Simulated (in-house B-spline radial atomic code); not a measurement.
# Sc⁷⁺: density, ELF and screening along the radius

Aim: the shell structure of Sc⁷⁺ in the radial density, the electron localisation function and the screened nuclear charge, under several settings.

Program: in-house B-spline radial atomic code version 1. Level of theory: several methods, spin-polarised, as named in each step; spherical all-electron atom at the radial basis limit. These are calculated values, not measurements, unless marked.

## Step 1: The system

| Property | Result |
| --- | --- |
| element | scandium (Z = 21) |
| charge | +7 |
| electrons | 14 |
| configuration | [He] 2s2 2p5 3s2 3p2 3d1 |
| nucleus | point (non-relativistic runs) or finite (X2C runs) |

Outer shells as boxes (Hund's rule):

[He] 2s2 2p5 3s2 3p2 3d1
```
[He] core
2s [↑↓]
2p [↑↓][↑↓][↑ ]
3s [↑↓]
3p [↑ ][↑ ][  ]
3d [↑ ][  ][  ][  ][  ]
```

Where spins are not typed, each open shell is filled with up spins first.

## Step 2: Hartree-Fock, non-rel., [He] 2s2 2p5 3s2 3p2 3d1

Input settings:

```ini
Z = 21
electrons = 14.0
configuration = [He] 2s2 2p5 3s2 3p2 3d1
hamiltonian = nr
method = hf
spin_polarised = True
```

The run is started by

```console
$ python run_scf.py task.json out
```

The settings of every run stand in task.json; they run in order.

## Step 3: LDA (VWN5), X2C, [He] 2s2 2p5 3s2 3p2 4f1

Input settings:

```ini
Z = 21
electrons = 14.0
configuration = [He] 2s2 2p5 3s2 3p2 4f1
hamiltonian = x2c
method = lda,vwn
spin_polarised = True
nucleus = fermi
rms_radius = 3.5459
mass_number = 45
atomic_mass = 44.955907051
speed_of_light = 137.035999084
```

## Step 4: PBE, non-rel., [Ne] 3s2 3p1 4p1

Input settings:

```ini
Z = 21
electrons = 14.0
configuration = [Ne] 3s2 3p1 4p1
hamiltonian = nr
method = pbe,pbe
spin_polarised = True
```

Before running: How large is the system in each run, where do the shell borders lie, and what is the highest level?

As calculated:

| run | total energy (hartree) | highest level (eV) | radius holding 50 / 90 / 99 % (bohr) | radius at n = 0.001 (bohr) | ELF minima on the full grid (bohr) |
| --- | --- | --- | --- | --- | --- |
| Hartree-Fock, non-rel., [He] 2s2 2p5 3s2 3p2 3d1 | -727.6379 | -130.37 | 0.353 / 1.13 / 1.73 | 2.24 | 0.12, 0.59 |
| LDA (VWN5), X2C, [He] 2s2 2p5 3s2 3p2 4f1 | -727.1242 | -53.438 | 0.353 / 1.29 / 2.79 | 3.20 | 0.13, 0.60 |
| PBE, non-rel., [Ne] 3s2 3p1 4p1 | -740.5489 | -71.220 | 0.329 / 1.27 / 2.81 | 3.23 | 0.11, 0.61, 1.6 |

In the first run ELF has 2 minima on the grid, which mark the borders between shells. On the record's full grid the screened charge (r times the electrostatic potential) falls from 20.9 near the nucleus to 7.00 at 3.4 bohr; far out it tends to the net charge, 7. The radius that holds 99 % of the electrons runs from 1.73 bohr (Hartree-Fock, non-rel., [He] 2s2 2p5 3s2 3p2 3d1) to 2.81 bohr (PBE, non-rel., [Ne] 3s2 3p1 4p1). The grid is coarse (about 19 % a step), so the places of minima are rough. For X2C runs ELF uses the non-relativistic kinetic energy density, and the fields carry no picture-change correction.
